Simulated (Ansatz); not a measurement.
# AsH₆NSi: small, medium and large basis sets

One table from this session's results is given with a row withheld; the runs are named, their logs left out.

The runs use Ansatz 0.2.0, Gaussian basis; one geometry, several basis sets.

Plan: PBE0-D4/def2-SVP; ωB97M-V/def2-SVP; PBE0-D4/def2-QZVPP; ωB97M-V/def2-QZVPP; the functionals' def2-TZVPP values are taken from earlier runs.

### Structure used throughout

The geometry comes from an earlier relaxation with PBE0-D4 in a triple-zeta def2 set; it is a stationary point, not always the lowest conformer.

SMILES `N[AsH][SiH3]`, 9 atoms, charge 0, spin multiplicity 1.

Atoms are counted from 1 here; the program's logs count them from 0.

Bond lengths: N1–As2 1.864 Å, N1–H4 1.011 Å, N1–H5 1.011 Å, As2–Si3 2.365 Å, As2–H6 1.537 Å, Si3–H7 1.488 Å, Si3–H8 1.485 Å, Si3–H9 1.489 Å. Angles: As2–N1–H4 110.5°, As2–N1–H5 114.1°, H4–N1–H5 108.7°, N1–As2–Si3 94.9°, N1–As2–H6 101.5°, Si3–As2–H6 91.9°, As2–Si3–H7 108.9°, As2–Si3–H8 109.3°, As2–Si3–H9 111.1°, H7–Si3–H8 109.3°, H7–Si3–H9 109.2°, H8–Si3–H9 109.0°.

Set-up of the first run:

The input, in.yaml:

```yaml
crystal:
  periodic: [false, false, false]
  atoms:
    - {symbol: N, position_ang: [-1.101086, 0.718983, -1.145642]}
    - {symbol: As, position_ang: [0.735085, 0.438144, -0.988942]}
    - {symbol: Si, position_ang: [0.557260, -1.064698, 0.828624]}
    - {symbol: H, position_ang: [-1.303717, 1.291361, -1.954264]}
    - {symbol: H, position_ang: [-1.525332, 1.144265, -0.332311]}
    - {symbol: H, position_ang: [1.144072, 1.592639, -0.059758]}
    - {symbol: H, position_ang: [1.889510, -1.194007, 1.477890]}
    - {symbol: H, position_ang: [0.123928, -2.393315, 0.326652]}
    - {symbol: H, position_ang: [-0.431220, -0.579672, 1.830649]}
basis:
  gaussian: {orbitals: def2-SVP}
hamiltonian: {xc: pbe0, dispersion: d4}
output: {orbitals: {seedname: orbitals}}
```

Steps of the session up to this table: PBE0-D4 in def2-SVP; ωB97M-V in def2-SVP; PBE0-D4 in def2-QZVPP; ωB97M-V in def2-QZVPP.

One table of the session follows, with a row left open; its other results are not shown here.

It belongs to the step «Density functionals: the series». 

| functional | basis | HOMO (eV) | LUMO (eV) |
| --- | --- | --- | --- |
| PBE0-D4 | def2-SVP | -7.05 | 0.01 |
| PBE0-D4 | def2-TZVPP | ? | ? |
| PBE0-D4 | def2-QZVPP | -7.17 | -0.49 |
| ωB97M-V | def2-SVP | -9.13 | 1.91 |
| ωB97M-V | def2-TZVPP | -9.22 | 1.41 |
| ωB97M-V | def2-QZVPP | -9.26 | 1.09 |

Q: Estimate the row for PBE0-D4, def2-TZVPP from the others.

As computed: HOMO (eV): -7.13; LUMO (eV): -0.33. In the column «HOMO (eV)» it lies between PBE0-D4, def2-QZVPP (-7.17) and PBE0-D4, def2-SVP (-7.05).
